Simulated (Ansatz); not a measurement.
# H4Zr: the cost of one run

Program: Ansatz 0.2.0, Gaussian basis. Level of theory: def2-TZVPP, core rule «outside noble gas», up to 4 orbitals frozen. These are calculated values, not measurements.

The runs, in order: UHF; CCSD(T) on ROHF; CCSD(T) on UHF; CCSDT(Q) on ROHF; CCSDT(Q) on UHF.

13 further runs of the same task are left out: 7 for a known fault of the program, 6 set aside as unsound or not needed.

## 1. The geometry

The geometry is a PBE0/def2-TZVP stationary point (not a proven minimum) of the parent state, kept for this charge and spin. No spin-orbit coupling is included. Elements past krypton take def2 core potentials.

5 atoms, charge 0, spin multiplicity 5.

Atoms are counted from 1 here; the program's logs count them from 0.

Bond lengths: Zr1–H2 1.937 Å, Zr1–H3 1.937 Å, Zr1–H4 1.937 Å, Zr1–H5 1.937 Å. Angles: H2–Zr1–H3 129.6°, H2–Zr1–H4 27.6°, H2–Zr1–H5 138.7°, H3–Zr1–H4 138.7°, H3–Zr1–H5 27.6°, H4–Zr1–H5 129.6°.

Coordinates:

```
Zr    0.0000    0.0289    0.0000
H     0.4626   -0.6539   -1.7522
H     0.4626   -0.6539    1.7522
H    -0.4626   -0.6539   -1.7522
H    -0.4626   -0.6539    1.7522
```

## 2. UHF

Contents of in.yaml:

```yaml
crystal:
  periodic: [false, false, false]
  atoms:
    - {symbol: Zr, position_ang: [0.000000, 0.028898, 0.000000]}
    - {symbol: H, position_ang: [0.462564, -0.653853, -1.752161]}
    - {symbol: H, position_ang: [0.462564, -0.653853, 1.752161]}
    - {symbol: H, position_ang: [-0.462564, -0.653853, -1.752161]}
    - {symbol: H, position_ang: [-0.462564, -0.653853, 1.752161]}
basis:
  gaussian: {orbitals: def2-TZVPP}
magnetization: {spin_polarized: true, initial_magnetization: 4}
hamiltonian: {xc: hf}
output: {orbitals: {seedname: orbitals}}
```

Command:

```bash
$ ansatz run in.yaml --threads 1 --pin off --events-out ev --progress --plain --max-ram 4096MiB --backend cpu
```

Q: Estimate wall time and peak memory on 1 thread of AMD EPYC 7R13, shared host.

About 7 s, with a peak of 0.25 GiB.
